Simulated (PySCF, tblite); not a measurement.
# C₂₀H₁₂F₆Se₃: electronic excitations, NMR shifts, part 2 of 2

tblite 0.8.0 and PySCF 2.14.0. Atoms count from 0. Earlier steps stand in the parts before.

## (4) NMR shifts: GIAO KT3/pcSseg-1

Job settings and geometry (Å):

```
{"job": {"kind": "nmr", "xc": "KT3", "basis": "pcSseg-1", "pop": false}, "charge": 0, "multiplicity": 1}
F     -9.873067     0.822795     3.227849
C     -9.711184     1.009742     1.897712
F     -9.545699     2.332400     1.732360
F    -10.891592     0.696493     1.338409
C     -8.596663     0.197650     1.337112
C     -7.333677     0.643088     1.315735
C     -6.210299    -0.085261     0.817401
C     -6.189053    -1.326695     0.216995
C     -4.929396    -1.785211    -0.165882
C     -3.868550    -0.940812     0.109323
C     -2.508354    -1.215148    -0.196825
C     -1.466096    -0.397136     0.081665
C     -0.108828    -0.668333    -0.241275
C      0.411887    -1.776188    -0.885315
C      1.790393    -1.768697    -1.079829
C      2.464736    -0.658453    -0.602307
C      3.866585    -0.466751    -0.698692
C      4.586764     0.576030    -0.232090
C      6.002922     0.673427    -0.373595
C      6.819212     1.674484     0.103673
C      8.191047     1.519631    -0.165082
C      8.495309     0.392007    -0.872229
C      9.834048    -0.081305    -1.286164
F     10.698056     0.913189    -1.533851
F     10.424786    -0.866296    -0.360177
F      9.761288    -0.830178    -2.404193
Se     7.010129    -0.640589    -1.284611
Se     1.262920     0.550697     0.193444
Se    -4.476793     0.631554     0.940271
H     -8.892481    -0.776429     0.985961
H     -7.125691     1.634885     1.701506
H     -7.084687    -1.899246     0.049209
H     -4.779906    -2.737595    -0.646148
H     -2.330738    -2.159637    -0.693883
H     -1.671973     0.544163     0.587294
H     -0.209811    -2.590684    -1.215069
H      2.310553    -2.574184    -1.571922
H      4.403959    -1.266525    -1.205983
H      4.086487     1.389026     0.284232
H      6.433148     2.518948     0.649129
H      8.940235     2.227142     0.148758
```

Level: GIAO KT3/pcSseg-1 NMR shielding, non-relativistic, gas phase.

Output:

```text
start: PBE on a coarse grid of 174823 points
cycle   1  E = -8569.0747815335  dE =  2.023e+00  |g| = 2.004e+00  |ddm| = 7.745e+00
cycle   2  E = -8567.5872707598  dE =  1.488e+00  |g| = 3.273e+00  |ddm| = 3.826e+00
cycle   3  E = -8569.3933402765  dE = -1.806e+00  |g| = 7.795e-01  |ddm| = 3.505e+00
cycle   4  E = -8569.5178093639  dE = -1.245e-01  |g| = 4.700e-01  |ddm| = 1.452e+00
cycle   5  E = -8569.5763624266  dE = -5.855e-02  |g| = 1.688e-01  |ddm| = 6.424e-01
cycle   6  E = -8569.5820949110  dE = -5.732e-03  |g| = 1.079e-01  |ddm| = 3.159e-01
cycle   7  E = -8569.5854395832  dE = -3.345e-03  |g| = 2.429e-02  |ddm| = 1.284e-01
cycle   8  E = -8569.5855349806  dE = -9.540e-05  |g| = 1.686e-02  |ddm| = 4.415e-02
cycle   9  E = -8569.5856091043  dE = -7.412e-05  |g| = 4.339e-03  |ddm| = 2.081e-02
final grid: 365959 points
cycle  10  E = -8618.1690141481  dE = -5.667e-02  |g| = 8.343e-01  |ddm| = 1.103e+00
cycle  11  E = -8618.1174016861  dE =  5.161e-02  |g| = 9.816e-01  |ddm| = 1.100e+00
cycle  12  E = -8618.2019857435  dE = -8.458e-02  |g| = 2.278e-01  |ddm| = 8.763e-01
cycle  13  E = -8618.2147829009  dE = -1.280e-02  |g| = 6.787e-02  |ddm| = 3.297e-01
cycle  14  E = -8618.2161381047  dE = -1.355e-03  |g| = 1.743e-02  |ddm| = 9.957e-02
cycle  15  E = -8618.2161774999  dE = -3.940e-05  |g| = 1.336e-02  |ddm| = 3.835e-02
cycle  16  E = -8618.2162380126  dE = -6.051e-05  |g| = 2.903e-03  |ddm| = 1.902e-02
cycle  17  E = -8618.2162395298  dE = -1.517e-06  |g| = 1.254e-03  |ddm| = 4.683e-03
cycle  18  E = -8618.2162388540  dE =  6.758e-07  |g| = 5.130e-04  |ddm| = 2.040e-03
cycle  19  E = -8618.2162376894  dE =  1.165e-06  |g| = 1.721e-04  |ddm| = 7.789e-04
cycle  20  E = -8618.2162347828  dE =  2.907e-06  |g| = 9.882e-05  |ddm| = 3.078e-04
converged SCF energy = -8618.2162347828

GIAO shielding tensors (ppm)
atom      isotropic    diamagn.    paramagn.     s11        s22        s33       span
  0 F      220.100     464.573    -244.473    137.815    202.673    319.813    181.998
  1 C       53.398     257.019    -203.621     49.298     54.152     56.745      7.447
  2 F      246.787     484.538    -237.751    167.883    232.936    339.541    171.657
  3 F      240.760     452.171    -211.410    166.555    221.057    334.668    168.113
  4 C       75.560     248.123    -172.563     -1.967     89.366    139.280    141.247
  5 C       58.755     244.965    -186.210    -37.054     59.817    153.501    190.555
  6 C       42.424     271.239    -228.814    -12.436     27.619    112.090    124.526
  7 C       64.383     250.810    -186.427     -1.440     46.812    147.778    149.218
  8 C       59.059     250.643    -191.584     -1.786     48.385    130.578    132.364
  9 C       31.817     255.602    -223.784    -15.561      5.429    105.585    121.146
 10 C       66.957     257.022    -190.065     -7.903     64.701    144.072    151.974
 11 C       65.878     253.165    -187.287    -15.255     76.677    136.213    151.468
 12 C       37.683     261.510    -223.826    -14.882     19.161    108.771    123.653
 13 C       67.004     251.488    -184.485      2.562     50.972    147.477    144.915
 14 C       57.665     250.209    -192.544     -3.110     46.826    129.281    132.391
 15 C       36.469     263.978    -227.509     -9.439     10.892    107.955    117.394
 16 C       61.665     246.991    -185.326    -15.722     72.994    127.723    143.445
 17 C       66.549     263.776    -197.226     -6.644     70.579    135.714    142.358
 18 C       29.689     253.283    -223.593    -18.408      5.506    101.970    120.378
 19 C       63.598     247.390    -183.792      4.987     51.304    134.502    129.515
 20 C       60.874     248.135    -187.261     -4.665     43.088    144.201    148.866
 21 C       52.232     274.357    -222.125     -8.109     54.434    110.372    118.481
 22 C       54.761     254.065    -199.304     49.687     54.288     60.306     10.619
 23 F      242.691     457.413    -214.722    168.532    222.340    337.202    168.671
 24 F      213.808     464.388    -250.580    131.244    198.063    312.118    180.873
 25 F      226.411     481.850    -255.439    160.386    186.384    332.462    172.076
 26 Se    1198.083    3006.778   -1808.695    829.227   1347.153   1417.868    588.641
 27 Se    1196.632    3006.974   -1810.342    840.915   1363.352   1385.631    544.716
 28 Se    1192.238    3008.497   -1816.258    835.892   1345.183   1395.640    559.747
 29 H       25.689      30.491      -4.802     21.999     24.648     30.419      8.419
 30 H       24.920      36.830     -11.910     20.121     21.723     32.915     12.794
 31 H       24.329      35.649     -11.319     20.500     25.801     26.686      6.186
 32 H       24.833      33.523      -8.689     21.512     25.348     27.641      6.129
 33 H       24.492      38.630     -14.139     19.967     23.655     29.853      9.886
 34 H       25.025      36.313     -11.288     18.131     21.851     35.093     16.962
 35 H       24.379      36.395     -12.016     20.039     25.948     27.151      7.112
 36 H       24.842      35.013     -10.171     21.334     25.769     27.422      6.088
 37 H       24.603      33.021      -8.418     18.711     22.121     32.976     14.266
 38 H       24.924      40.082     -15.158     19.992     23.278     31.500     11.507
 39 H       24.998      33.193      -8.195     21.520     25.661     27.812      6.292
 40 H       24.605      29.383      -4.778     21.158     24.479     28.177      7.019
```

Wall time 44 s (2 threads of Arm Neoverse V1, shared host); peak memory 1.2 GiB.

Shifts follow as δ = σ(reference) − σ, with reference shieldings (ppm) from runs at the same level and on the same kind of geometry: 1H TMS 31.76, 13C TMS 184.7, 19F CFCl3 142.4, 77Se Me2Se 1667. The references are single molecules in the gas phase, so shifts against H2O, NH3, PH3, H3PO4 or CFCl3 are not on the usual liquid scales and can be off by tens of ppm. Atoms listed in one row are averaged.

```csv
atoms,environment,σ (ppm),δ (ppm)
C18,substituted aromatic carbon,29.7,155.0
C9,substituted aromatic carbon,31.8,152.9
C15,substituted aromatic carbon,36.5,148.3
C12,substituted aromatic carbon,37.7,147.0
C6,substituted aromatic carbon,42.4,142.3
C21,substituted aromatic carbon,52.2,132.5
C1,CF3 carbon,53.4,131.3
C22,CF3 carbon,54.8,130.0
C14,aromatic CH,57.7,127.1
C5,alkene CH,58.8,126.0
C8,aromatic CH,59.1,125.7
C20,aromatic CH,60.9,123.8
C16,alkene CH,61.7,123.1
C19,aromatic CH,63.6,121.1
C7,aromatic CH,64.4,120.3
C11,alkene CH,65.9,118.8
C17,alkene CH,66.5,118.2
C10,alkene CH,67.0,117.8
C13,aromatic CH,67.0,117.7
C4,alkene CH,75.6,109.2
H31,hydrogen on an aromatic CH,24.33,7.43
H35,hydrogen on an aromatic CH,24.38,7.38
H33,hydrogen on an alkene CH,24.49,7.27
H37,hydrogen on an alkene CH,24.60,7.16
H40,hydrogen on an aromatic CH,24.60,7.16
H32,hydrogen on an aromatic CH,24.83,6.93
H36,hydrogen on an aromatic CH,24.84,6.92
H30,hydrogen on an alkene CH,24.92,6.84
H38,hydrogen on an alkene CH,24.92,6.84
H39,hydrogen on an aromatic CH,25.00,6.76
H34,hydrogen on an alkene CH,25.02,6.74
H29,hydrogen on an alkene CH,25.69,6.07
"F23, F24, F25",fluorine of a CF3 group,227.6,-85.3
"F0, F2, F3",fluorine of a CF3 group,235.9,-93.5
Se28,"selenium bonded to 2 C, in a 5-membered ring",1192,475
Se27,"selenium bonded to 2 C, in a 5-membered ring",1197,471
Se26,"selenium bonded to 2 C, in a 5-membered ring",1198,469
```

Ring of atoms C6, C7, C8, C9, Se28: NICS(0) -9.2, NICS(1) -8.1, NICS(1)zz -15.1 ppm (means of both faces).

Ring of atoms C12, C13, C14, C15, Se27: NICS(0) -9.1, NICS(1) -7.9, NICS(1)zz -14.2 ppm (means of both faces).

Ring of atoms C18, C19, C20, C21, Se26: NICS(0) -9.9, NICS(1) -8.2, NICS(1)zz -15.6 ppm (means of both faces).

## (5) Summary of results

This closing draws on all 2 parts.

| quantity | value |
| --- | --- |
| lowest singlet (B3LYP/def2-SVP) | 2.34 eV (529 nm), f = 1.845 |
| lowest triplet | 1.32 eV |
| surface potential, 1st and 99th percentile | -0.71 V and 1.36 V |
| 13C shifts against TMS (KT3/pcSseg-1) | 155.0, 152.9, 148.3, 147.0, 142.3, 132.5, 131.3, 130.0, 127.1, 126.0, 125.7, 123.8, 123.1, 121.1 ppm and more |
| 1H shifts against TMS (KT3/pcSseg-1) | 7.43, 7.38, 7.27, 7.16, 7.16, 6.93, 6.92, 6.84, 6.84, 6.76, 6.74, 6.07 ppm |
| 19F shifts against CFCl3 (KT3/pcSseg-1, means over atoms taken as alike) | -85.3, -93.5 ppm |
| 77Se shifts against Me2Se (KT3/pcSseg-1) | 475, 471, 469 ppm |

The first singlet state (HOMO→LUMO 0.99) lies at 2.34 eV and is bright. State 1 absorbs in the visible (529 nm). The lowest triplet lies 1.03 eV below the lowest singlet (triplets in Tamm-Dancoff, singlets in full TDDFT). At B3LYP/def2-SVP, counted by nearest atom on the grid, the HOMO lies on 4 C atoms about 8 % each; C6, C13 about 6 % each, the LUMO on 5 C atoms about 7 % each. NICS(1)zz of -15 ppm above the planar ring from C6 marks a diatropic (aromatic) ring current. NICS(1)zz of -16 ppm above the planar ring from C18 marks a diatropic (aromatic) ring current.
